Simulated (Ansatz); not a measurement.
# CH6BNO: one species, many methods

One table from this session's results is given with a row withheld; the runs are named, their logs left out.

Program: Ansatz 0.2.0, Gaussian basis. Level of theory: functionals in def2-TZVPP, the program's frozen cores in correlated methods. These are calculated values, not measurements.

Levels to be run: LDA (SPW92), PBE-D4, revPBE-D4, BLYP-D4, r2SCAN-D4, B97M-V, PBE0-D4, B3LYP-D4, r2SCANh-D4, r2SCAN0-D4, HSE06-D4, BHLYP-D4, CAM-B3LYP-D4, LC-ωPBE, ωB97X-V, ωB97M-V, B2PLYP, PBE-QIDH; CCSD(T)/def2-SVP; CCSD(T)/def2-TZVPP; MP2/def2-QZVPP; extrapolation to the limit; RPA on PBE.

## Structure used throughout

The geometry comes from an earlier relaxation with PBE0-D4 in a triple-zeta def2 set; it is a stationary point, not always the lowest conformer.

SMILES `BOCN`, 10 atoms, charge 0, spin multiplicity 1.

Atoms are counted from 1 here; the program's logs count them from 0.

Bond lengths: B1–O2 1.339 Å, B1–H5 1.205 Å, B1–H6 1.197 Å, O2–C3 1.440 Å, C3–N4 1.414 Å, C3–H7 1.094 Å, C3–H8 1.092 Å, N4–H9 1.011 Å, N4–H10 1.011 Å. Angles: O2–B1–H5 120.2°, O2–B1–H6 117.4°, H5–B1–H6 122.5°, B1–O2–C3 121.9°, O2–C3–N4 113.7°, O2–C3–H7 108.5°, O2–C3–H8 106.0°, N4–C3–H7 109.8°, N4–C3–H8 109.3°, H7–C3–H8 109.4°, C3–N4–H9 112.0°, C3–N4–H10 112.2°, H9–N4–H10 108.9°.

The first run:

Contents of in.yaml:

```yaml
crystal:
  periodic: [false, false, false]
  atoms:
    - {symbol: B, position_ang: [-0.534435, 1.657560, 0.155239]}
    - {symbol: O, position_ang: [-0.142645, 0.501505, 0.705085]}
    - {symbol: C, position_ang: [-0.255093, -0.750384, 0.003353]}
    - {symbol: N, position_ang: [0.986325, -1.390128, -0.218120]}
    - {symbol: H, position_ang: [-0.998516, 1.672361, -0.956470]}
    - {symbol: H, position_ang: [-0.397505, 2.651890, 0.807603]}
    - {symbol: H, position_ang: [-0.754417, -0.567909, -0.952423]}
    - {symbol: H, position_ang: [-0.884911, -1.388991, 0.625534]}
    - {symbol: H, position_ang: [1.469116, -1.591496, 0.646964]}
    - {symbol: H, position_ang: [1.595279, -0.845606, -0.813866]}
basis:
  gaussian: {orbitals: def2-TZVPP}
hamiltonian: {xc: lda}
output: {orbitals: {seedname: orbitals}}
```

Launch:

```console
$ ansatz run in.yaml --threads 2 --pin off --events-out ev --progress --plain --max-ram 4352MiB
```

Steps of the session up to this table: LDA; PBE-D4 (GGA); revPBE-D4 (GGA); BLYP-D4 (GGA); r2SCAN-D4 (meta-GGA); B97M-V (meta-GGA); PBE0-D4 (hybrid); B3LYP-D4 (hybrid); r2SCANh-D4 (hybrid); r2SCAN0-D4 (hybrid); HSE06-D4 (hybrid); BHLYP-D4 (hybrid); CAM-B3LYP-D4 (range-separated); LC-ωPBE (range-separated); ωB97X-V (range-separated); ωB97M-V (range-separated); B2PLYP (double hybrid); PBE-QIDH (double hybrid).

One table of the session follows, with a row left open; its other results are not shown here.

It belongs to the step «Orbital energies across the functionals». 

```
  functional  HOMO (eV)  gap (eV)
 LDA (SPW92)          ?         ?
      PBE-D4      -6.28      4.95
   revPBE-D4      -6.22      5.00
     BLYP-D4      -6.17      4.95
   r2SCAN-D4      -6.57      5.64
      B97M-V      -6.73      5.64
     PBE0-D4      -7.74      7.40
    B3LYP-D4      -7.50      6.89
  r2SCANh-D4      -7.12      6.53
  r2SCAN0-D4      -7.95      7.86
    HSE06-D4      -7.34      6.61
    BHLYP-D4      -9.16      9.72
CAM-B3LYP-D4      -9.21      9.87
     LC-ωPBE     -10.60     12.50
     ωB97X-V     -10.23     12.00
     ωB97M-V     -10.16     11.62
```

Q: Estimate the row for LDA (SPW92) from the others.

As computed: HOMO (eV): -6.43; gap (eV): 4.84. In the column «HOMO (eV)» it lies between r2SCAN-D4 (-6.57) and PBE-D4 (-6.28).
